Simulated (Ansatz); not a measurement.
# FGa: the cost of one run

Computed with Ansatz 0.2.0, Gaussian basis. Level: def2-QZVPP, all electrons in the functionals, frozen cores in the correlation of double hybrids and RPA.

Plan: wB97M-V, B2PLYP, at charge 0, triplet; charge 0, singlet; charge 0, quintet; charge 1, doublet; charge 1, quartet.

10 further runs of the same task are left out: 10 set aside as unsound or not needed.

### 1 The geometry

The geometry is a PBE0/def2-TZVP stationary point (not a proven minimum). No spin-orbit coupling is included. The filled d shell of Ga may be among the frozen orbitals whatever the setting's name suggests; the logs give the count.

2 atoms, charge 0, spin multiplicity 3.

Atoms are counted from 1 here; the program's logs count them from 0.

Bond lengths: F1–Ga2 1.764 Å.

No dispersion term is added; wB97M-V holds VV10 nonlocal correlation.

The geometry shown and the zero of energy belong to the point charge 0, triplet. The yardstick, RCCSD(T), and other wave-function levels (R restricted, U unrestricted, valence and pair active spaces) come from earlier runs.

### 2 wB97M-V, charge 0, triplet

Contents of in.yaml:

```yaml
crystal:
  periodic: [false, false, false]
  atoms:
    - {symbol: F, position_ang: [0.000000, 0.000000, 0.000000]}
    - {symbol: Ga, position_ang: [0.000000, 0.000000, 1.763700]}
basis:
  gaussian: {orbitals: "def2-QZVPP.json"}
magnetization: {spin_polarized: true, initial_magnetization: 2}
hamiltonian: {xc: {name: wB97M-V}}
output: {orbitals: {seedname: orbitals}}
```

On the command line:

```sh
$ ansatz run in.yaml --threads 1 --pin off --events-out ev --progress --plain --max-ram 2393MiB
```

What time and memory should one allow on 1 thread of Arm Neoverse N1, shared host?

About 22 s, with a peak of 0.38 GiB.
